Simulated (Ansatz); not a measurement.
# CH₃NSe (SMILES N=C[SeH]): a relaxed scan of the bond length C2–H5

An exercise on one series of results from a longer session: the logs are not shown, and one member is left open.

The runs use Ansatz 0.2.0, Gaussian basis; single points in def2-TZVPP.

Levels: PBE-D4, r2SCAN-D4, PBE0-D4, B3LYP-D4, wB97M-V, Hartree-Fock, MP2, CCSD, CCSD(T). The scan takes 0.963, 1.001, 1.057, 1.122, 1.194, 1.272, 1.354, 1.441, 1.532 Å.

Cores are frozen in the correlated methods. Filled d shells of the heavier atoms are correlated. B3LYP uses VWN-RPA correlation.

36 further runs of the same task are left out: 36 set aside as unsound or not needed.

## Where the work starts

SMILES `N=C[SeH]`, 6 atoms, charge 0, spin multiplicity 1.

Atoms are counted from 1 here; the program's logs count them from 0.

Bond lengths: N1–C2 1.250 Å, N1–H4 1.015 Å, C2–Se3 1.893 Å, C2–H5 1.095 Å, Se3–H6 1.454 Å. Angles: C2–N1–H4 117.1°, N1–C2–Se3 118.0°, N1–C2–H5 127.8°, Se3–C2–H5 114.3°, C2–Se3–H6 94.5°.

Geometry (Å):

```
N    -0.8311   -1.0334   -0.4360
C    -0.1009   -0.0514   -0.1828
Se    0.6311    0.0850    1.5581
H    -1.2170   -1.0926   -1.3726
H     0.1806    0.7658   -0.8544
H     1.3373    1.3267    1.2878
```

Set-up of the first run:

File relax/in.yaml:

```yaml
crystal:
  periodic: [false, false, false]
  atoms:
    - {symbol: N, position_ang: [-0.831130, -1.033450, -0.436020]}
    - {symbol: C, position_ang: [-0.100880, -0.051420, -0.182790]}
    - {symbol: Se, position_ang: [0.631140, 0.084980, 1.558060]}
    - {symbol: H, position_ang: [-1.217020, -1.092640, -1.372650]}
    - {symbol: H, position_ang: [0.180630, 0.765800, -0.854370]}
    - {symbol: H, position_ang: [1.337250, 1.326730, 1.287770]}
basis:
  gaussian: {orbitals: def2-TZVP}
hamiltonian: {xc: pbe0, dispersion: d4}
relax: {f_tol: 0.005, max_steps: 200}
```

No record of the launch command was kept for these runs.

Among the steps run: Relaxation at PBE0-D4; The minimum at every level; C2–H5 = 0.963 Å; C2–H5 = 1.001 Å; C2–H5 = 1.057 Å; C2–H5 = 1.122 Å; C2–H5 = 1.194 Å; C2–H5 = 1.272 Å; C2–H5 = 1.354 Å; C2–H5 = 1.441 Å; C2–H5 = 1.532 Å.

One table of the session follows, with a row left open; its other results are not shown here.

It belongs to the step «The curves». Energies less that of the minimum at the same level (kcal/mol):

```
bond length (Å)  PBE-D4  PBE0-D4  B3LYP-D4  wB97M-V  Hartree-Fock
          0.963     8.9      8.3       8.0      7.9           7.2
          1.001       ?        ?         ?        ?             ?
          1.057     0.7      0.5       0.5      0.5           0.2
1.094 (minimum)     0.0      0.0       0.0      0.0           0.0
          1.122     0.1      0.3       0.3      0.3           0.6
          1.194     2.4      3.1       3.1      3.2           4.2
          1.272     7.2      8.4       8.4      8.7          10.5
          1.354    13.6     15.5      15.3     15.9          18.8
          1.441    20.9     23.7      23.1     24.4          28.4
          1.532    28.9     32.5      31.5     33.4          38.8
```

Q: Estimate the row for bond length (Å) = 1.001 from the others.

Worked estimate for «PBE-D4». A straight line through the neighbours (0.963, 8.9) and (1.057, 0.7) gives 8.9 + (0.7 − 8.9) × (1.001 − 0.963) / (1.057 − 0.963) = 5.6; a parabola fitted to 3 rows on both sides gives 4.5.

The run gave: PBE-D4: 4.3; PBE0-D4: 3.8; B3LYP-D4: 3.6; wB97M-V: 3.6; Hartree-Fock: 3.0. In «PBE-D4» the line misses by +1.3 and the parabola by +0.2.

Limits of these values: A polynomial through the near points puts the CCSD(T) minimum 0.003 Å below the PBE0-D4 value.
